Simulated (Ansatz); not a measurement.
C2H4BClSi, SMILES C=C1B[SiH]1Cl, a ladder of methods at one geometry

With Ansatz 0.2.0 through its Python package.

Typed at the interpreter:
```pycon
>>> from pathlib import Path
>>> import ansatz
>>> import numpy as np
>>> geometry_ang = [
...     ('C', (0.7602, 0.2544, -1.5489)),
...     ('C', (0.2174, -0.0661, -0.3813)),
...     ('B', (-0.2738, -1.2993, 0.6589)),
...     ('Si', (-0.349, 0.4258, 1.2181)),
...     ('Cl', (-2.3747, 1.1468, 1.063)),
...     ('H', (0.8337, 1.3663, -1.7989)),
...     ('H', (1.0165, -0.4538, -2.2835)),
...     ('H', (-0.3229, -2.4375, 0.8868)),
...     ('H', (0.5812, 1.0173, 2.1687)),
... ]
>>> geometry = ansatz.Crystal.molecule()
>>> for symbol, xyz in geometry_ang:
...     geometry = geometry.atom(symbol, xyz)
...
>>> setup = geometry.calculation().basis(gaussian='cc-pVDZ')
>>> print('functional    E (Ha)        dipole (D)   HOMO (eV)  LUMO (eV)')
functional    E (Ha)        dipole (D)   HOMO (eV)  LUMO (eV)
>>> for name in ['pbe0', 'b3lyp', 'pbe', 'r2scan0', 'lda', 'cam_b3lyp']:
...     data = setup.functional(name).forces().orbitals().run(threads=1, backend='cpu', runs_dir='runs').report
...     lines = Path(data['orbitals_path']).read_text().splitlines()
...     field_of = lambda key: [line.split('=')[1].strip() for line in lines if line.startswith(key)]
...     orbitals = [(27.211386 * float(e), s, float(n)) for e, s, n in zip(field_of('Ene='), field_of('Spin='), field_of('Occup='))]
...     homo = max(e for e, _, n in orbitals if n > 0.5)
...     lumo = min(e for e, _, n in orbitals if n < 0.5)
...     dipole = 4.803205 * np.linalg.norm(data['charge_distribution']['dipole_moment_e_ang'])
...     print(f'{name:10s} {data["free_energy_ev"] / 27.211386246:14.6f} {dipole:9.3f} {homo:11.3f} {lumo:10.3f}')
...
pbe0          -852.668901     2.496      -7.160     -3.258
b3lyp         -853.109196     2.391      -6.925     -3.344
pbe           -852.585479     2.337      -5.950     -4.130
r2scan0       -852.935349     2.549      -7.323     -3.173
lda           -849.392678     2.339      -6.040     -4.358
cam_b3lyp     -853.016150     2.438      -8.453     -2.048
```

Total energies depend on the basis set; only differences at equal settings carry meaning. The geometry is a force-field or estimated start, not a minimum of this method, and the basis set is short of its limit. A lower total doesn't mark the better method: functionals have no common bound, and MP2 and coupled cluster aren't variational. b3lyp holds the VWN-RPA fit, as in Gaussian; the form of ORCA and Turbomole is b3lyp5. Levels such as HOMO and LUMO are orbital energies: with these approximate functionals they aren't the ionisation energy and electron affinity, and their gap isn't the fundamental gap. For Al to Cl the sets with a tight d function, cc-pV(X+d)Z, are usual. It ran for 25 s on 1 thread of Arm Neoverse V2, with other jobs on the host, peak memory 0.31 GiB.
